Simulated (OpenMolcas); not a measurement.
# Gd³⁺ in Cs2NaYF6: CASSCF levels and susceptibility

Aim: the ligand-field states of Gd³⁺ in this surrounding, its lowest levels with spin-orbit coupling and its magnetic susceptibility.

The numbers are computed with OpenMolcas 26.06 (state-averaged CASSCF, spin-orbit coupling by RASSI with atomic mean-field integrals), except any that are marked as measured or tabulated.

### Step 1. The atom as given

```
Species                           : Gd³⁺ (gadolinium, Z = 64, 61 electrons)
Basis                             : ANO-RCC-VDZP [7s6p4d2f1g], 176 functions with the ligands
Scalar Hamiltonian                : DKH2, point nucleus
Inactive shells                   : 1s 2s 2p 3s 3p 3d 4s 4p 4d 5s 5p of the metal, and all ligand shells
Active space                      : 7 electrons in 7 orbitals (4f)
Some configurations of this space : 4f⁷
Orbitals                          : optimised for the highest spin of each parity, averaged over all roots
```

The outer shells:

4f7
```
4f [↑ ][↑ ][↑ ][↑ ][↑ ][↑ ][↑ ]
```

Gd³⁺ is taken with its 6 nearest fluoride ions at 2.248 Å, on the cation site of Cs2NaYF6 (a = 9.075 Å). The rest of the host is ab initio model potentials to 7.6 Å, with orthogonalisation functions on the cations behind the ligands, and point charges beyond; the distance is set by hand, nothing relaxes, and no local charge compensation is placed. Ligand basis ANO-RCC-VDZP.

```xyz
15

Gd    0.0000    0.0000    0.0000
F     2.2480    0.0000    0.0000
F     0.0000    2.2480    0.0000
F    -2.2480    0.0000    0.0000
F     0.0000   -2.2480    0.0000
F     0.0000    0.0000    2.2480
F     0.0000    0.0000   -2.2480
Cs    2.2687   -2.2687   -2.2687
Cs   -2.2687    2.2687    2.2687
Cs    2.2687   -2.2687    2.2687
Cs   -2.2687    2.2687   -2.2687
Cs    2.2687    2.2687   -2.2687
Cs   -2.2687   -2.2687    2.2687
Cs    2.2687    2.2687    2.2687
Cs   -2.2687   -2.2687   -2.2687
```

Each step is its own input file, run in one work folder so that later steps find the files of earlier ones. Labels, J, g values, rates, χT and fits are worked out afterwards by a script from the matrices that RASSI stores.

### Step 2. One- and two-electron integrals

Input file a.inp:

```
&GATEWAY
Basis set
Gd.ANO-RCC-VDZP.
Gd1 0.0 0.0 0.0 Angstrom
End of basis
Basis set
F.ANO-RCC-VDZP.
L1 2.248000 0.000000 0.000000 Angstrom
L2 0.000000 2.248000 0.000000 Angstrom
L3 0.000000 0.000000 2.248000 Angstrom
End of basis
Basis set
Na.EMB-AIMP.Ruiperez.7s4p.1s1p.ECP.Cs2NaYF6.
PseudoCharge
* 3 symmetry-unique lattice sites within 7.6 angstrom
End of basis
Basis set
Cs.EMB-AIMP.Ruiperez.0s.0s.ECP.Cs2NaYF6.
PseudoCharge
* 16 symmetry-unique lattice sites within 7.6 angstrom
End of basis
Basis set
F.EMB-AIMP.Ruiperez.0s.0s.ECP.Cs2NaYF6.
PseudoCharge
* 27 symmetry-unique lattice sites within 7.6 angstrom
End of basis
Basis set
Y.EMB-AIMP.Ruiperez.0s.0s.ECP.Cs2NaYF6.
PseudoCharge
* 6 symmetry-unique lattice sites within 7.6 angstrom
End of basis
Symmetry
XYZ
AngMom=0.0 0.0 0.0
AMFI
RICD
XField
1537 Angstrom 0
* Evjen-weighted lattice charges
&SEWARD
```

On the command line:

```console
$ OMP_NUM_THREADS=1 MOLCAS_MEM=2457 MOLCAS_PROJECT=a pymolcas a.inp > a.log
```

### Step 3. Reference wave functions, octets, 1 root

Input file a.inp:

```
&RASSCF
FileOrb=start.orb
Symmetry=2
Spin=8
nActEl=7 0 0
Inactive=30 27
Ras2=0 7
CIRoot=1 1 1
SDav=1
CIMx=300
Iter=150 100
PrWF=0.3
OrbListing=Nothing
MaxOrb=0
LevShft=1.0
>>> COPY $Project.JobIph JOB001
```

start.orb holds start orbitals that the driver prepared beforehand, or those of the step before.

### Step 4. CASSCF: sextets, 48 roots

Input file a.inp:

```
&RASSCF
FileOrb=start.orb
Symmetry=2
Spin=6
nActEl=7 0 0
Inactive=30 27
Ras2=0 7
CIRoot=48 48 1
SDav=48
CIMx=300
Iter=150 100
PrWF=0.3
OrbListing=Nothing
MaxOrb=0
CIOnly
LevShft=1.0
>>> COPY $Project.JobIph JOB002
```

### Step 5. State interaction with spin-orbit coupling

Input file a.inp:

```
&RASSI
NrOfJobIphs=2 1 16
1
1 2 3 4 5 6 7 8 9 10 11 12 13 14 15 16
IphNames
JOB001
JOB002
EJob
SpinOrbit
DIPRint=1.0
SOCoupling=1000.0
Subsets=2
Property=9
'ANGMOM' 1 'ANGMOM' 2 'ANGMOM' 3 'MLTPL  1' 1 'MLTPL  1' 2 'MLTPL  1' 3
'AMFI' 1 'AMFI' 2 'AMFI' 3
SOProperty=3
'ANGMOM' 1 'ANGMOM' 2 'ANGMOM' 3
```

Q: Predict the outcome of this session. Wanted: spin-free ground state; lowest level.

The runs gave:

```
                 quantity                            value
                   method                           CASSCF
   spin-free ground state  8A1, 1-fold in its orbital part
             lowest level                           8-fold
              χT at 300 K                   7.85 cm³ K/mol
effective moment at 300 K                          7.92 μB
```

The spin-free ground state (8A1) comes to 100 % from free-ion S terms and keeps the highest spin of the shell. The sextets rest on orbitals optimised for another spin in at least one step, which raises them against the optimised states. Not all states of the active space went into the spin-orbit step. Terms of lower spin are left out of the spin-orbit mixing, so the small splitting that they give the half-filled shell's ground term is missing or unsound. High states of lower spin are left out of the spin-orbit mixing, and CASSCF puts spin-flip levels too high.
